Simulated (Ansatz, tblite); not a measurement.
# B(OCMe2)Cl3 (C3H6BCl3O): a ladder of methods and basis sets

An exercise on one series of results from a longer session: the logs are not shown, and one member is left open.

Method: as each input shows; program: Ansatz 0.2.0, Gaussian basis.

The runs, in order: GFN1-xTB, GFN2-xTB, PBE-D4/def2-TZVP, r2SCAN-D4/def2-TZVP, r2SCAN0-D4/def2-TZVP, B3LYP-D4/def2-TZVP, BLYP-D4/def2-TZVP, PBE-D4/def2-SVP, PBE0-D4/def2-SVP, HF/STO-3G, HF/6-31G, B3LYP-D4/6-31G, CCSD(T)/def2-SVP, MP2/def2-TZVP, RPA/def2-TZVP.

2 further runs of the same task are left out: 2 set aside as unsound or not needed.

## The geometry

The geometry is that of the singlet, from an earlier relaxation (B3LYP-D4/def2-SVP).

14 atoms, charge 0, spin multiplicity 1.

Bond lengths: B1–O2 1.593 Å, B1–Cl12 1.845 Å, B1–Cl13 1.845 Å, B1–Cl14 1.814 Å, O2–C3 1.246 Å, C3–C4 1.490 Å, C3–C5 1.483 Å, C4–H6 1.103 Å, C4–H7 1.104 Å, C4–H8 1.096 Å, C5–H9 1.103 Å, C5–H10 1.103 Å, C5–H11 1.096 Å. Angles: O2–B1–Cl12 106.1°, O2–B1–Cl13 106.1°, O2–B1–Cl14 103.9°, Cl12–B1–Cl13 113.3°, Cl12–B1–Cl14 113.2°, Cl13–B1–Cl14 113.2°, B1–O2–C3 131.5°, O2–C3–C4 116.8°, O2–C3–C5 123.2°, C4–C3–C5 120.0°, C3–C4–H6 109.3°, C3–C4–H7 109.0°, C3–C4–H8 111.1°, H6–C4–H7 106.4°, H6–C4–H8 110.6°, H7–C4–H8 110.3°, C3–C5–H9 108.3°, C3–C5–H10 108.2° and more.

Coordinates:

```xyz
14

B    -0.38256   -1.17098   -1.75050
O    -0.23864   -0.96625   -0.17722
C     0.04165    0.03939    0.50315
C     0.07929   -0.13853    1.98225
C     0.32739    1.36838   -0.09072
H     1.06630    0.17488    2.36206
H    -0.66108    0.53738    2.44385
H    -0.12868   -1.17837    2.26097
H    -0.53374    1.66216   -0.71456
H     1.16441    1.25627   -0.80075
H     0.54743    2.12380    0.67247
Cl    1.26236   -0.75061   -2.47273
Cl   -1.73013   -0.03308   -2.29281
Cl   -0.81401   -2.92443   -1.92546
```

PBE0-D4/def2-TZVP was run before; its log isn't repeated, and its numbers join the tables.

The first run:

Tight binding, by tblite at 300 K electronic temperature and without a spin-polarisation term:

```python
tblite.interface.Calculator('GFN1-xTB', numbers, positions, charge=0, uhf=0).singlepoint()
```

Tight binding, by tblite at 300 K electronic temperature and without a spin-polarisation term:

```python
tblite.interface.Calculator('GFN2-xTB', numbers, positions, charge=0, uhf=0).singlepoint()
```

start.molden holds the orbitals of an earlier run on this state, given as this run's starting guess.

Contents of in.yaml:

```yaml
crystal:
  periodic: [false, false, false]
  atoms:
    - {symbol: B, position_ang: [-0.382563, -1.170982, -1.750502]}
    - {symbol: O, position_ang: [-0.238639, -0.966249, -0.177220]}
    - {symbol: C, position_ang: [0.041655, 0.039395, 0.503153]}
    - {symbol: C, position_ang: [0.079287, -0.138530, 1.982254]}
    - {symbol: C, position_ang: [0.327386, 1.368377, -0.090723]}
    - {symbol: H, position_ang: [1.066298, 0.174875, 2.362060]}
    - {symbol: H, position_ang: [-0.661076, 0.537379, 2.443850]}
    - {symbol: H, position_ang: [-0.128676, -1.178368, 2.260971]}
    - {symbol: H, position_ang: [-0.533739, 1.662164, -0.714556]}
    - {symbol: H, position_ang: [1.164410, 1.256267, -0.800752]}
    - {symbol: H, position_ang: [0.547430, 2.123796, 0.672474]}
    - {symbol: Cl, position_ang: [1.262363, -0.750610, -2.472730]}
    - {symbol: Cl, position_ang: [-1.730126, -0.033075, -2.292813]}
    - {symbol: Cl, position_ang: [-0.814010, -2.924429, -1.925465]}
basis:
  gaussian: {orbitals: def2-TZVP, initial_orbitals: start.molden}
hamiltonian: {xc: pbe, dispersion: d4}
scf: {omitted_lower_state_checks: [starts]}
output: {orbitals: {seedname: orbitals}}
```

Command:

```console
> ansatz run in.yaml --threads 2 --pin off --events-out ev --progress --plain --max-ram 32768MiB --backend cuda --devices 0, --max-vram 18GiB
```

Steps of the session up to this table: PBE-D4/def2-TZVP; r2SCAN-D4/def2-TZVP; r2SCAN0-D4/def2-TZVP; B3LYP-D4/def2-TZVP; BLYP-D4/def2-TZVP; PBE-D4/def2-SVP; PBE0-D4/def2-SVP; HF/STO-3G; HF/6-31G; B3LYP-D4/6-31G; CCSD(T)/def2-SVP; MP2/def2-TZVP; RPA/def2-TZVP.

One table of the session follows, with a row left open; its other results are not shown here.

```
              method  binding an atom (eV)
           HF/STO-3G                 3.596
            HF/6-31G                 2.747
         HF/def2-SVP                 3.068
        HF/def2-TZVP                 2.995
     PBE-D4/def2-SVP                 4.263
    PBE-D4/def2-TZVP                 4.195
   BLYP-D4/def2-TZVP                 4.055
 r2SCAN-D4/def2-TZVP                 4.110
      B3LYP-D4/6-31G                 3.892
  B3LYP-D4/def2-TZVP                 4.055
    PBE0-D4/def2-SVP                 4.180
   PBE0-D4/def2-TZVP                 4.115
r2SCAN0-D4/def2-TZVP                 4.041
        MP2/def2-SVP                 3.986
       MP2/def2-TZVP                 4.042
       CCSD/def2-SVP                 3.849
    CCSD(T)/def2-SVP                     ?
```

Q: Estimate the row for CCSD(T)/def2-SVP from the others.

The run gave: binding an atom (eV): 3.900. In the column «binding an atom (eV)» it lies between B3LYP-D4/6-31G (3.892) and MP2/def2-SVP (3.986).

Some runs used a GPU and others CPU threads alone, so the times don't compare the methods' cost.

To keep in mind: Free atoms were run apart at each level; binding is atoms less cluster, divided by the number of atoms, without zero-point or spin-orbit terms. The yardstick is in a double-zeta basis, so levels in larger sets aren't compared like for like. CCSD(T)/def2-SVP isn't at the basis-set limit; small misses against it rank nothing.
